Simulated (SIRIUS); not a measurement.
BiS:

```xyz
2
Lattice="4.0029 0.0000 0.0000 0.0000 4.0029 0.0000 0.0000 0.0000 4.0029" Properties=species:S:1:pos:R:3 pbc="T T T"
Bi    2.0015    2.0015    2.0015
S     0.0000    0.0000    0.0000
```

The cell was built by a generator and needn't be a form met in nature.

* Program: SIRIUS 7.12.0
* Task: single point
* Functional: PBE
* Potentials or basis: all-electron FP-LAPW
* Cutoff: 158 eV
* Basis: apw+lo standard
* k mesh: 7 × 7 × 7
* Occupations: fermi-dirac, width 0.05 eV
* Spin: no spin polarisation

On this cell: largest force zero by symmetry; band gap on the k mesh none (metal or under the smearing width).

The same run follows on a disturbed copy (atoms moved at random):

```
Bi S
1.0
     4.00294    0.00000    0.00000
     0.00000    4.00294    0.00000
     0.00000    0.00000    4.00294
Bi S
1 1
Direct
  0.49026 0.49025 0.49822
  0.99951 0.99795 0.00444
```

Problem. What does the disturbed cell give?

Solution. The energy (extrapolated to zero smearing) moves by -1.5 meV/atom; largest force 0.114 eV/Å; band gap on the k mesh none (metal or under the smearing width).

Forces on the atoms (eV/Å):
```
Bi  -0.077 -0.065 -0.052
S    0.078  0.065  0.052
```

The energy falls, though the first cell shows no forces: that form is unstable against this distortion, unless noise or another electronic state is at work.

Caveats: spin-orbit coupling is left out, which moves the levels of the heavy elements.
